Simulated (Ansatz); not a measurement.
# BCl₂FH₂ (built from SMILES ClBCl.F): molecular dynamics

Aim: follow the atoms for 40 steps of 1.0 fs with a Nosé-Hoover thermostat, with velocities drawn for 1000 K, and see to which side of the barrier the system falls.

Method: Hartree-Fock/STO-3G; program: Ansatz 0.2.0, Gaussian basis.

1 further run of the same task is left out (it didn't finish).

**1. The system as given**

The start, a first-order saddle point found at PBE0-D4 in triple zeta: 6 atoms, charge 0, spin multiplicity 1.

Atoms are counted from 1 here; the program's logs count them from 0.

Bond lengths: B1–H2 1.314 Å, B1–Cl3 1.759 Å, B1–Cl4 1.759 Å, H5–F6 1.144 Å. Angles: H2–B1–Cl3 111.0°, H2–B1–Cl4 111.0°, Cl3–B1–Cl4 120.8°.

Geometry (Å):

| atom | x (Å) | y (Å) | z (Å) |
| --- | --- | --- | --- |
| B1 | -0.1584 | -0.1860 | -0.1827 |
| H2 | 0.4952 | 0.9049 | -0.5151 |
| Cl3 | 0.6258 | -1.6168 | -0.8410 |
| Cl4 | -1.8949 | 0.0443 | -0.3466 |
| H5 | 0.6348 | 0.8013 | 0.5447 |
| F6 | 0.2975 | 0.0524 | 1.3409 |

**2. Dynamics**

The input, md/in.yaml:

```yaml
crystal:
  periodic: [false, false, false]
  atoms:
    - {symbol: B, position_ang: [-0.158388, -0.185985, -0.182705]}
    - {symbol: H, position_ang: [0.495215, 0.904865, -0.515118]}
    - {symbol: Cl, position_ang: [0.625819, -1.616766, -0.841017]}
    - {symbol: Cl, position_ang: [-1.894941, 0.044253, -0.346623]}
    - {symbol: H, position_ang: [0.634800, 0.801255, 0.544688]}
    - {symbol: F, position_ang: [0.297495, 0.052377, 1.340875]}
basis:
  gaussian: {orbitals: STO-3G}
hamiltonian: {xc: hf}
md: {n_steps: 40, timestep: 1.0, temperature: 1000, ensemble: nvt_nose_hoover, seed: 61, initial_velocities: maxwell_boltzmann}
```

Command:

```
> ansatz run in.yaml --threads 2 --pin off --events-out ev --progress --plain --max-ram 4352MiB
```

**Question.** What will these runs give? Wanted: temperature at the start; mean temperature, second half; lowest and highest potential energy, from the first frame; largest change of potential + kinetic; bonds lost by distance.

The runs gave:

```
                                                 quantity              value
                                                   length  40 steps, 40.0 fs
                                 temperature at the start             1000 K
                            mean temperature, second half             2511 K
lowest and highest potential energy, from the first frame    -2174 and 0 meV
                    largest change of potential + kinetic          469.2 meV
                                   bonds lost by distance              B1–F6
```

In words: By the last frame it has moved back towards the start side of the step. The system runs downhill by 2.17 eV, and that energy turns into motion. The thermostat trades energy with the molecule, so the sum of potential and kinetic energy isn't conserved: it changes by -469 meV over the run. The mean temperature of the second half is still well above the 1000 K set. With 6 atoms the instant temperature spans 698 to 4806 K.
